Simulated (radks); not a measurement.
**Exchange and kinetic functionals tested on atomic densities: Ga³⁺, Re⁴⁷⁺, Fe³⁺, H, S⁴⁺, Mo**

Aim: take each self-consistent density and evaluate many functionals on it, against the exact exchange and kinetic energies of the same orbitals. Every spin shell is full or empty, so the densities are truly spherical.

The numbers are computed with radks (a radial shooting solver on a logarithmic mesh, Libxc functionals) version 1 (non-relativistic Kohn-Sham, PBE, spin-polarised, spherical densities, point nucleus; open shells are filled with parallel spins first), except any that are marked as measured or tabulated.

## Step 1: Starting point

| Quantity | Value |
| --- | --- |
| species | Ga³⁺ ([Ar] 3d10), Re⁴⁷⁺ ([Ar] 3d10), Fe³⁺ ([Ar] 3d5), H (1s1), S⁴⁺ ([Ne] 3s2), Mo ([Kr] 4d5 5s1) |

## Step 2: Ga³⁺, [Ar] 3d10

Settings of this run:

```text
Z 31
configuration [Ar] 3d10
relativity non-relativistic
functional pbe,pbe
spin polarised
nucleus point
```

## Step 3: Re⁴⁷⁺, [Ar] 3d10

Settings, as their differences from step 2:

```diff
@@ -1,2 +1,2 @@
-Z 31
+Z 75
 configuration [Ar] 3d10
```

## Step 4: Fe³⁺, [Ar] 3d5

Settings of this run:

```text
Z 26
configuration [Ar] 3d5
relativity non-relativistic
functional pbe,pbe
spin polarised
nucleus point
```

## Step 5: H, 1s1

Settings of this run:

```text
Z 1
configuration 1s1
relativity non-relativistic
functional pbe,pbe
spin polarised
nucleus point
```

## Step 6: S⁴⁺, [Ne] 3s2

Settings of this run:

```text
Z 16
configuration [Ne] 3s2
relativity non-relativistic
functional pbe,pbe
spin polarised
nucleus point
```

## Step 7: Mo, [Kr] 4d5 5s1

Settings of this run:

```text
Z 42
configuration [Kr] 4d5 5s1
relativity non-relativistic
functional pbe,pbe
spin polarised
nucleus point
```

Before running it: what results should come out? Wanted: for each run, error in magnitude; Ga³⁺; Re⁴⁷⁺; Fe³⁺; S⁴⁺; Mo.

**Answer**, as computed:

```csv
error in magnitude (%),Ga³⁺,Re⁴⁷⁺,Fe³⁺,H,S⁴⁺,Mo
"exchange, LDA",-5.79,-5.40,-6.53,-14.03,-8.19,-5.17
"exchange, PW91",+0.15,-0.33,-0.02,-1.35,-0.09,+0.04
"exchange, PW86",+0.25,-0.53,+0.25,+0.14,+0.60,-0.05
"exchange, OPTX",+0.92,+1.12,+0.55,-0.25,+0.03,+1.07
"exchange, WC",-0.92,-1.22,-1.20,-3.67,-1.62,-0.88
"exchange, EV93",+0.34,-0.31,+0.49,+4.30,+1.45,-0.14
"exchange, APBE",+0.60,+0.00,+0.51,-0.08,+0.67,+0.40
"exchange, revTPSS",-0.61,-1.16,-0.65,+0.20,-0.42,-0.84
"exchange, MVS",+0.12,-0.09,-0.04,+0.25,-0.31,+0.07
"kinetic, Thomas-Fermi",-6.26,-4.88,-6.54,-8.99,-7.33,-5.57
"kinetic, von Weizsacker",-51.13,-59.24,-47.83,-0.00,-38.33,-55.96
"kinetic, TF + vW",+42.60,+35.87,+45.63,+91.01,+54.34,+38.47
"kinetic, revAPBEK",+0.25,+0.56,+0.37,+2.46,+0.70,+0.34
"kinetic, Perdew 92",-0.82,-0.35,-0.73,+2.14,-0.46,-0.67
"kinetic, Thakkar",-0.54,-0.34,-0.39,+1.92,+0.01,-0.50
"kinetic, LKT",+23.12,+19.28,+25.17,+61.68,+31.28,+20.54
"kinetic, PG1",+18.32,+15.32,+20.07,+54.24,+25.39,+16.19
"kinetic, DePristo-Kress",-0.17,+0.18,-0.07,+1.98,+0.09,-0.06
```

Negative means that the magnitude is too small. For exchange the mean absolute error is least for MVS (0.15 %) and largest for LDA (7.52 %). Among the orbital-free kinetic functionals DePristo-Kress (0.43 %) does best and TF + vW (51.32 %) worst. The functionals are evaluated on one density each, not self-consistently.
